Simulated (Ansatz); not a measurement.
# HfSi3 (AuCu3 type): equation of state

One table from this session's results is given with a row withheld; the runs are named, their logs left out.

Method: DFT PBE, scalar-relativistic, plane waves, PAW, in Ansatz 0.2.0.

2 further runs of the same task are left out: 2 that didn't finish.

### The starting structure

Symmetry: Pm-3m, No. 221, cubic system. The conventional cell has a = 3.974 Å, b = 3.974 Å, c = 3.974 Å, α = 90.00°, β = 90.00°, γ = 90.00°. Around Hf (site symmetry m-3m) lie 12 Si at 2.81 Å. Si (site symmetry 4/mmm) is surrounded by 4 Hf at 2.81 Å and 8 Si at 2.81 Å.

Coordinates:

```
Hf Si
1.0
     3.97351    0.00000    0.00000
     0.00000    3.97351    0.00000
     0.00000    0.00000    3.97351
Hf Si
1 3
Direct
  0.00000 0.00000 0.00000
  0.00000 0.50000 0.50000
  0.50000 0.50000 0.00000
  0.50000 0.00000 0.50000
```

An earlier run at PBE left this cell at 15.684 Å³/atom and 0.00 GPa (8×8×8 mesh).

Volume factors to run: 0.980, 1.020, 0.960, 1.040, 1.070, 1.100, 0.945.

Set-up of the first run:

The input, input.yaml:

```yaml
crystal:
  lattice:
    - [3.9468393396, 0.0, 0.0]
    - [0.0, 3.9468393396, 0.0]
    - [0.0, 0.0, 3.9468393396]
  atoms:
    - { symbol: Hf, position: [0.0, 0.0, 0.0] }
    - { symbol: Si, position: [0.0, 0.5, 0.5] }
    - { symbol: Si, position: [0.5, 0.5, 0.0] }
    - { symbol: Si, position: [0.5, 0.0, 0.5] }
basis:
  ecutwfc: 420
  ecutrho_ratio: 4
kpoints:
  mp_grid: { grid: [8, 8, 8] }
hamiltonian:
  xc: pbe
scf:
  occupations: { method: gaussian, width: 0.05 }
output:
  forces: true
  stress: true
  eigenvalues: true
```

Started as:

```
$ ansatz run input.yaml --threads 2 --pin off --max-ram 2662MiB --backend cpu --events-out ev --progress --plain --runs-dir out
```

Among the steps run: Scaling the volume by 0.980; At 1.020 of the relaxed volume; At 0.960 of the relaxed volume; At 1.040 of the relaxed volume; Volume × 1.070; Volume × 1.100; At 0.945 of the relaxed volume.

One table of the session follows, with a row left open; its other results are not shown here.

It belongs to the step «The fit». 

| volume (Å³/atom) | energy (meV/atom) | pressure (GPa) |
| --- | --- | --- |
| 14.822 | 18.42 | 7.30 |
| 15.057 | 9.38 | 5.07 |
| 15.371 | 2.20 | 2.37 |
| 15.684 | 0.00 | 0.00 |
| 15.998 | 2.15 | -2.10 |
| 16.312 | ? | ? |
| 16.782 | 23.56 | -6.53 |
| 17.253 | 45.98 | -8.73 |

Q: Estimate the row for volume (Å³/atom) = 16.312 from the others.

Worked estimate for «energy (meV/atom)». A straight line through the neighbours (15.998, 2.15) and (16.782, 23.56) gives 2.15 + (23.56 − 2.15) × (16.312 − 15.998) / (16.782 − 15.998) = 10.72; a parabola fitted to 4 rows on both sides gives 8.28.

The run gave: energy (meV/atom): 8.14; pressure (GPa): -3.99. In «energy (meV/atom)» the line misses by +2.58 and the parabola by +0.14.
